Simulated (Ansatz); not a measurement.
# C3H11BN2O: ionisation energy by level of theory

How much energy removes an electron from C3H11BN2O at fixed geometry? The cation is run at each level and the neutral's energy taken from earlier runs.

Computed with Ansatz 0.2.0, Gaussian basis. Level: unrestricted cation, the program's frozen cores in correlated methods.

Plan: UKS PBE-D4/def2-TZVPP; UKS r2SCAN-D4/def2-TZVPP; UKS PBE0-D4/def2-TZVPP; UKS B3LYP-D4/def2-TZVPP; UKS wB97X-V/def2-TZVPP; UKS wB97M-V/def2-TZVPP; UKS B2PLYP/def2-TZVPP; UHF-CCSD(T)/def2-TZVPP; UHF-MP2/def2-QZVPP; extrapolation to the limit; then −ε(HOMO) from the neutral's earlier runs with LDA (SPW92), PBE-D4, revPBE-D4, BLYP-D4, r2SCAN-D4, B97M-V, PBE0-D4, B3LYP-D4, r2SCANh-D4, r2SCAN0-D4, HSE06-D4, BHLYP-D4, CAM-B3LYP-D4, LC-ωPBE, ωB97X-V, ωB97M-V.

## 1. The geometry

An earlier PBE0-D4 in a triple-zeta def2 set relaxation fixed the geometry.

SMILES `CC(C)OB(N)N`, 18 atoms, charge 0, spin multiplicity 1.

Atoms are counted from 1 here; the program's logs count them from 0.

Bond lengths: C1–C2 1.514 Å, C1–H8 1.093 Å, C1–H9 1.091 Å, C1–H10 1.092 Å, C2–C3 1.518 Å, C2–O4 1.411 Å, C2–H11 1.101 Å, C3–H12 1.093 Å, C3–H13 1.092 Å, C3–H14 1.093 Å, O4–B5 1.380 Å, B5–N6 1.422 Å, B5–N7 1.417 Å, N6–H15 1.002 Å, N6–H16 1.003 Å, N7–H17 1.003 Å, N7–H18 1.002 Å. Angles: C2–C1–H8 110.0°, C2–C1–H9 110.5°, C2–C1–H10 110.8°, H8–C1–H9 108.3°, H8–C1–H10 108.5°, H9–C1–H10 108.7°, C1–C2–C3 112.0°, C1–C2–O4 107.7°, C1–C2–H11 108.0°, C3–C2–O4 110.4°, C3–C2–H11 109.2°, O4–C2–H11 109.6°, C2–C3–H12 110.9°, C2–C3–H13 111.0°, C2–C3–H14 109.8°, H12–C3–H13 108.5°, H12–C3–H14 108.4°, H13–C3–H14 108.1° and more.

## 2. Cation, UKS PBE-D4/def2-TZVPP

in.yaml

```yaml
crystal:
  periodic: [false, false, false]
  atoms:
    - {symbol: C, position_ang: [1.767703, -1.261843, -0.722111]}
    - {symbol: C, position_ang: [0.860589, -0.111474, -0.340270]}
    - {symbol: C, position_ang: [0.644762, 0.850600, -1.494458]}
    - {symbol: O, position_ang: [-0.370229, -0.658507, 0.081743]}
    - {symbol: B, position_ang: [-1.228915, -0.005430, 0.941668]}
    - {symbol: N, position_ang: [-0.929513, 1.262852, 1.509759]}
    - {symbol: N, position_ang: [-2.442113, -0.678490, 1.232111]}
    - {symbol: H, position_ang: [1.324866, -1.829927, -1.543914]}
    - {symbol: H, position_ang: [1.906438, -1.936441, 0.124430]}
    - {symbol: H, position_ang: [2.746119, -0.895262, -1.040936]}
    - {symbol: H, position_ang: [1.330257, 0.427585, 0.496359]}
    - {symbol: H, position_ang: [1.591670, 1.290357, -1.817635]}
    - {symbol: H, position_ang: [-0.032363, 1.658388, -1.209414]}
    - {symbol: H, position_ang: [0.203140, 0.319951, -2.341685]}
    - {symbol: H, position_ang: [-0.073758, 1.757480, 1.345640]}
    - {symbol: H, position_ang: [-1.529973, 1.713265, 2.174505]}
    - {symbol: H, position_ang: [-2.646711, -1.571245, 0.823534]}
    - {symbol: H, position_ang: [-3.159568, -0.320560, 1.832472]}
basis:
  gaussian: {orbitals: def2-TZVPP}
total_charge: 1
magnetization: {spin_polarized: true, initial_magnetization: 1}
hamiltonian: {xc: pbe, dispersion: d4}
```

Started as:

```sh
ansatz run in.yaml --threads 2 --pin off --events-out ev --progress --plain --max-ram 32768MiB --backend cuda --devices 0, --max-vram 18GiB
```

Further steps of the session: Cation, UKS r2SCAN-D4/def2-TZVPP; Cation, UKS PBE0-D4/def2-TZVPP; Cation, UKS B3LYP-D4/def2-TZVPP; Cation, UKS wB97X-V/def2-TZVPP; Cation, UKS wB97M-V/def2-TZVPP; Cation, UKS B2PLYP (frozen core)/def2-TZVPP; Cation, UHF-CCSD(T)/def2-TZVPP; Cation, UHF-MP2/def2-QZVPP.

Q: Predict the results of all the runs planned. Wanted: ionisation energy, CCSD(T)/CBS; nearest functional by difference; nearest −ε(HOMO); −ε(HOMO) of PBE; T1 of the cation.

As calculated:

```
                        quantity               value
  ionisation energy, CCSD(T)/CBS             9.35 eV
nearest functional by difference  ωB97X-V (-0.19 eV)
                nearest −ε(HOMO)  ωB97X-V (-0.13 eV)
                 −ε(HOMO) of PBE             5.30 eV
                T1 of the cation               0.032
```

What this shows: Energy differences with functionals land within 0.85 eV of the reference. −ε(HOMO) of PBE misses by 4.0 eV, since self-interaction lifts the level. Among orbital estimates ωB97X-V comes nearest. Hartree-Fock falls 1.21 eV short, as the neutral has more correlation energy than the cation. The cation's T1 (from the report) is 0.032, near the customary mark of 0.045 for open shells, so the coupled-cluster value is less safe.
